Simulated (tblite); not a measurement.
# C7H8NPS: the cost of one run

Computed with tblite 0.8.0 and PySCF 2.14.0, with density-fitted response routines of our own, on a single molecule, in the gas phase or a continuum. Atoms are numbered from 0 throughout.

### 1 The starting structure

18 atoms, charge 0, multiplicity 1; geometry from: force field or distance geometry start.

Bonds of the start (Å): C0–C1 1.17, C1–C2 1.42, C2–P3 1.88, P3–C4 1.86, C4–S5 1.77, S5–C6 1.88, C6–N7 1.38, N7–C8 1.44, N7–C9 1.46, C6–C2 1.36, C0–H10 1.05, C4–H11 1.02, C8–H12 1.11, C8–H13 1.11, C8–H14 1.10, C9–H15 1.11, C9–H16 1.13, C9–H17 1.11.

### 2 Relaxing the molecule with GFN2-xTB

Job settings and geometry (Å):

```
{"job": {"kind": "relax", "xc": "GFN2-xTB", "basis": "xTB"}, "charge": 0, "multiplicity": 1}
C      1.594900     2.830000     0.213600
C      1.407400     1.681000     0.057400
C      1.230000     0.281400    -0.094800
P      2.807100    -0.692000    -0.387100
C      2.637400    -2.532800    -0.596800
S      0.884000    -2.354500    -0.417700
C      0.215100    -0.622500    -0.126700
N     -1.085300    -0.192400     0.064600
C     -1.305400     1.209400     0.280000
C     -2.208100    -1.119700     0.040500
H      1.756500     3.862500     0.340600
H      3.606400    -2.804100    -0.730300
H     -0.759500     1.489600     1.206000
H     -2.378300     1.370800     0.535700
H     -0.989300     1.849900    -0.555400
H     -3.119500    -0.716700     0.526200
H     -1.922600    -2.037300     0.627500
H     -2.379600    -1.496400    -0.994700
```

On the command line:

```console
$ OMP_NUM_THREADS=1 python probes_run.py task.json out
```

The driver reads the jobs from task.json and runs them one after another.

Q: Estimate the wall time and peak memory of this first job on 1 thread of Arm Neoverse V2, shared host.

About 1.4 s, with a peak of 0.18 GiB.
